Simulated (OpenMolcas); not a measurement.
# triplet GaSiH4F: levels of theory compared

Wanted: a comparison of 6 runs (UHF/3-21G, UB3LYP/6-31G*, UBHLYP/def2-SVP, UM06-L/def2-SVP, ROMP2/def2-SVP, ROCCSD(T)/def2-SVP) of triplet GaSiH4F. 

The calculation is run with OpenMolcas 26.06.

1 further run of the same task is left out (set aside as unsound or not needed).

## 1. Starting point

GaSiH4F has 7 atoms, charge 0, and is taken as a triplet. SMILES of the parent species: `[F][GaH][SiH3]`. The coordinates come from a PBE0-D4/def2-TZVP relaxation. That shape belongs to the parent species and isn't relaxed for this state.

Bond lengths: F1–Ga2 1.766 Å, Ga2–Si3 2.406 Å, Ga2–H4 1.565 Å, Si3–H5 1.487 Å, Si3–H6 1.487 Å, Si3–H7 1.487 Å. Angles: F1–Ga2–Si3 112.7°, F1–Ga2–H4 112.3°, Si3–Ga2–H4 135.0°, Ga2–Si3–H5 109.4°, Ga2–Si3–H6 111.2°, Ga2–Si3–H7 109.6°, H5–Si3–H6 108.8°, H5–Si3–H7 108.9°, H6–Si3–H7 108.9°.

## 2. A single-point energy at UHF/3-21G (run 1)

The input, job.input:

```
&GATEWAY
BASLIB=$CurrDir
BASISSET
F.3-21G....
F1 0.231600 -2.152100 1.342200 angstrom
End of Basis
BASISSET
Ga.3-21G....
Ga2 0.019100 -0.400000 1.279300 angstrom
End of Basis
BASISSET
Si.3-21G....
Si3 -0.029700 0.450800 -0.970800 angstrom
End of Basis
BASISSET
H.3-21G....
H4 -0.096900 0.235400 2.704700 angstrom
H5 -1.196100 -0.125700 -1.691600 angstrom
H6 -0.144400 1.933400 -0.983000 angstrom
H7 1.216400 0.058100 -1.680800 angstrom
End of Basis
&SEWARD
&SCF
UHF
SPIN=3
THRESHOLDS=1e-10 1e-07 1e-07 1e-05
PRORBITALS=1 2
```

The basis set 3-21G is read from a file made from the Basis Set Exchange's data (not shown).

The run is started by

```console
export MOLCAS_MEM=1860
pymolcas job.input > job.log
```

Standard output:

```text
--- Start Module: gateway ---
[...]
--- Stop Module: gateway /rc=_RC_ALL_IS_WELL_ ---
--- Start Module: seward ---
[...]
      Basis functions           52
--- Stop Module: seward /rc=_RC_ALL_IS_WELL_ ---
--- Start Module: scf ---
[...]
       Convergence after  27 Iterations
[...]
::    Total SCF energy                              -2302.3167313822
[...]
      Total spin, S                                     1.0023972682
[...]
      Total electronic charge=   58.000000
      Total            charge=   -0.000000
[...]
      Dipole Moment (debye):
      Origin of the operator (angstrom)=    0.0389   -0.4480    0.7075
                   X= -4.0048E-01               Y=  3.7384E+00               Z= -3.1267E+00           Total=  4.8900E+00
      Quadrupole Moment (debye*angstrom):
[...]
--- Stop Module: scf /rc=_RC_ALL_IS_WELL_ ---
[...]
```

It took 2 s on 1 thread of Intel Xeon 6975P-C (Granite Rapids), shared host; peak memory 0.38 GiB.

## 3. The energy at UB3LYP/6-31G(d) (Cartesian functions) (run 2)

The input, input.xyz:

```xyz
7

F      0.231600    -2.152100     1.342200
Ga     0.019100    -0.400000     1.279300
Si    -0.029700     0.450800    -0.970800
H     -0.096900     0.235400     2.704700
H     -1.196100    -0.125700    -1.691600
H     -0.144400     1.933400    -0.983000
H      1.216400     0.058100    -1.680800
```

The input, calc.input:

```
* FGaH4Si Kohn-Sham DFT
>>> EXPORT MOLCAS_PRINT=2

&GATEWAY
 BasLib=$CurrDir
 Coord=input.xyz
 Basis=6-31Gs
 Group=NoSym

&SEWARD
 GridInput
 Grid=UltraFine
 End of Grid

&SCF
 UHF
 Spin=3
 KSDFT=B3LYP
 Thresholds=1e-10 1e-07 1e-07 1e-05
 PrOrbitals=0
```

The basis set 6-31G* is read from a file made from the Basis Set Exchange's data (not shown).

The run is started by

```console
export MOLCAS_MEM=1860
pymolcas calc.input > calc.log
```

Standard output:

```text
--- Start Module: gateway ---
[...]
--- Stop Module: gateway /rc=_RC_ALL_IS_WELL_ ---
--- Start Module: seward ---
[...]
      Basis functions           77
--- Stop Module: seward /rc=_RC_ALL_IS_WELL_ ---
[...]
--- Start Module: scf ---
[...]
       Convergence after  23 Iterations
[...]
::    Total KS-DFT energy                           -2316.2437407575
[...]
      Total spin, S                                     1.0013943658
[...]
      Total electronic charge=   58.000000
      Total            charge=   -0.000000
[...]
      Dipole Moment (debye):
      Origin of the operator (angstrom)=    0.0389   -0.4480    0.7075
                   X= -2.8749E-01               Y=  2.6232E+00               Z= -1.8837E+00           Total=  3.2422E+00
      Quadrupole Moment (debye*angstrom):
[...]
--- Stop Module: scf /rc=_RC_ALL_IS_WELL_ ---
[...]
```

It took 25 s on 1 thread of Intel Xeon 6975P-C (Granite Rapids), shared host; peak memory 0.44 GiB.

Runs 3 to 5 aren't shown in full; the table further down has their settings and results.

## 4. A single-point energy at ROCCSD(T)/def2-SVP (run 6)

The input, coord.xyz:

```xyz
7

F      0.231600    -2.152100     1.342200
Ga     0.019100    -0.400000     1.279300
Si    -0.029700     0.450800    -0.970800
H     -0.096900     0.235400     2.704700
H     -1.196100    -0.125700    -1.691600
H     -0.144400     1.933400    -0.983000
H      1.216400     0.058100    -1.680800
```

The input, mol.input:

```
&GATEWAY
 BASLIB = $CurrDir
 COORD = coord.xyz
 BASIS = def2-SVP
 GROUP = NoSym

&SEWARD

&SCF
 UHF
 SPIN = 3
 THRESHOLDS = 1e-10 1e-07 1e-07 1e-05
 PRORBITALS = 1 2

&RASSCF
 FILEORB = $Project.UnaOrb
 SPIN = 3
 NACTEL = 2 0 0
 INACTIVE = 28
 RAS2 = 2
 OUTORBITALS = Canonical
 ORBLISTING = Nothing

&MOTRA
 JOBIPH
 FROZEN = 15

&CCSDT
 CCT
 TRIPLES = 3
 ITERATIONS = 80
 ACCURACY = 1e-08
 EXTRAPOLATION = 5 4
```

The basis set def2-SVP is read from a file made from the Basis Set Exchange's data (not shown).

The run is started by

```console
export MOLCAS_MEM=1860
pymolcas mol.input > mol.log
```

Standard output:

```text
--- Start Module: gateway ---
[...]
--- Stop Module: gateway /rc=_RC_ALL_IS_WELL_ ---
[...]
      Basis functions           84
[...]
       Convergence after  24 Iterations
[...]
::    Total SCF energy                              -2313.4017043154
[...]
      Total spin, S                                     1.0023489491
[...]
      Number of active orbitals                  2
[...]
      Spin quantum number                      1.0
[...]
      Active orbitals                            2
[...]
      Number of CSFs                             1
[...]
      Number of root(s) required                 1
[...]
      Convergence after 10 iterations
[...]
      printout of CI-coefficients larger than  0.05 for root  1
      energy=   -2313.399264
      conf/sym  11     Coeff  Weight
             1  uu   1.00000 1.00000
      Natural orbitals and occupation numbers for root  1
      sym 1:   1.000000   1.000000
      ************************************************************************************************************************
      *                                                    Final results                                                     *
[...]
::    RASSCF root number  1 Total energy:  -2313.39926378
[...]
      Total electronic charge=   58.000000
      Total            charge=   -0.000000
[...]
      Dipole Moment (debye):
      Origin of the operator (angstrom)=    0.0389   -0.4480    0.7075
                   X= -3.7294E-01               Y=  3.5004E+00               Z= -2.9580E+00           Total=  4.5980E+00
      Quadrupole Moment (debye*angstrom):
[...]
--- Start Module: motra ---
[...]
      Convergence after                    25  Iterations
      Total energy (diff) :   -2313.92120639       0.00000001
[...]
 METHOD                       : CCSD+T(CCSD)+<T3(1)WT1>+<T3(1)UT2> = CCSD(T)
[...]
       CCSD     =     -2313.9212063905384
[...]
```

Run time: 44 s. Hardware: 1 thread of Intel Xeon 6975P-C (Granite Rapids), shared host; peak memory 0.47 GiB.

## 5. Overview of the runs

```
run                                level  Cartesian functions  integration grid   energy (Eh)  dipole moment (D)  HOMO energy (eV)   ⟨S²⟩  wall time
  1                            UHF/3-21G                   no                 –  -2302.316731               4.89             -5.44  2.007        2 s
  2  UB3LYP/6-31G* (Cartesian functions)                  yes         UltraFine  -2316.243741               3.24             -3.61  2.004       25 s
  3                      UBHLYP/def2-SVP                   no         UltraFine  -2315.974566               3.78             -4.62  2.008       25 s
  4                      UM06-L/def2-SVP                   no         UltraFine  -2315.982251               2.88             -3.10  2.004       39 s
  5                       ROMP2/def2-SVP                   no                 –  -2313.901855                  –                 –      –       10 s
  6                   ROCCSD(T)/def2-SVP                   no                 –  -2313.935285                  –                 –      –       44 s
```

## 6. Results

```
             quantity           value
  run 6: total energy  -2313.93528 Eh
run 6: (T) correction      -14.08 mEh
```

**Reading.** Over runs 1, 2, 3, 4 the dipole moment (its size) runs from 2.88 D (UM06-L/def2-SVP) to 4.89 D (UHF/3-21G). The two ends differ in method and basis. Totals of different functionals can't be ranked against each other. All runs together took 2.4 min, the longest 44 s.
